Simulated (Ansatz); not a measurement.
BN, space group F-43m: cell relaxations under several functionals, run with the Ansatz DFT code, driven from Python.

`lattice_bn.py`:
```python
# -*- coding: utf-8 -*-
import warnings

import ansatz as az
import numpy as np

def edges_and_angles(cell):
    cell = np.asarray(cell)
    a, b, c = np.linalg.norm(cell, axis=1)
    cosines = cell[1] @ cell[2] / (b * c), cell[0] @ cell[2] / (a * c), cell[0] @ cell[1] / (a * b)
    return (a, b, c, *np.degrees(np.arccos(cosines)))

warnings.simplefilter("ignore", az.DeckWarning)

lattice = az.Lattice.of(
    [0.0, 1.8075, 1.8075],
    [1.8075, 0.0, 1.8075],
    [1.8075, 1.8075, 0.0],
)
sites = [
    ("B", [0.0, 0.0, 0.0]),
    ("N", [0.25, 0.25, 0.25]),
]
crystal = az.Crystal(lattice=lattice)
for symbol, position in sites:
    crystal = crystal.atom(symbol, position)

model = (
    crystal.calculation()
    .pseudopotentials("paw", azcp={"folder": "soft_1"})
    .basis(380, density_ratio=8)
    .scf(extra_bands=2)
    .kpoints(spacing=0.29)
    .occupations(az.OccupationsMethod.FIXED)
    .relax(cell=True, max_steps=100, max_displacement=0.05)
)

levels = [("r2scan", "d4"), ("lda", "none"), ("rpbe", "none")]
print("level            a       b       c    alpha   beta  gamma  V/atom  steps")
for name, dispersion in levels:
    seen = []
    run = model.functional(name, dispersion=dispersion).session().plan()
    result = run.execute(on_event=lambda e: seen.append(e) if e["event"] == "relax_step" else None)
    cell = result.lattice.cell_ang
    label = name if dispersion == "none" else f"{name}+{dispersion}"
    print("{:13s} {:7.4f} {:7.4f} {:7.4f} {:6.2f} {:6.2f} {:6.2f}".format(label, *edges_and_angles(cell)), f"{abs(np.linalg.det(cell)) / len(result.lattice.sites):7.3f} {len(seen):5d}")
```

Rank the levels of theory by the volume of the relaxed cell.

From smallest to largest: LDA (5.73 Å³ an atom, -2.9 % against the start), r2SCAN+D4 (5.84 Å³ an atom, -1.1 % against the start) and RPBE (6.04 Å³ an atom, +2.3 % against the start). The spread is 5.4 % in volume.

What the script printed:

Running `python lattice_bn.py` prints:
```text
level            a       b       c    alpha   beta  gamma  V/atom  steps
r2scan+d4      2.5467  2.5467  2.5467  60.00  60.00  60.00   5.839     6
lda            2.5309  2.5309  2.5309  60.00  60.00  60.00   5.731     7
rpbe           2.5757  2.5757  2.5757  60.00  60.00  60.00   6.041     7
```

These settings explore the input space; cutoff and mesh may be short of convergence. The cutoff lies under the one recommended for these potentials. Forces vanish by symmetry, so the ions can't move, and the end may be a saddle. Edges and angles are those of the cell as typed, here a primitive one, not of the conventional cell. The PAW files read here were made with PBE, not with each functional that runs on them. The starting cell is as deposited in a crystallographic database; the results hold for this polymorph, which needn't be the stable one. The script silences the warnings on its input, which a real study should read. The whole script took 28 s on 1 thread of Intel(R) Xeon(R) Processor @ 2.30GHz, on a shared host, peak memory 0.52 GiB.
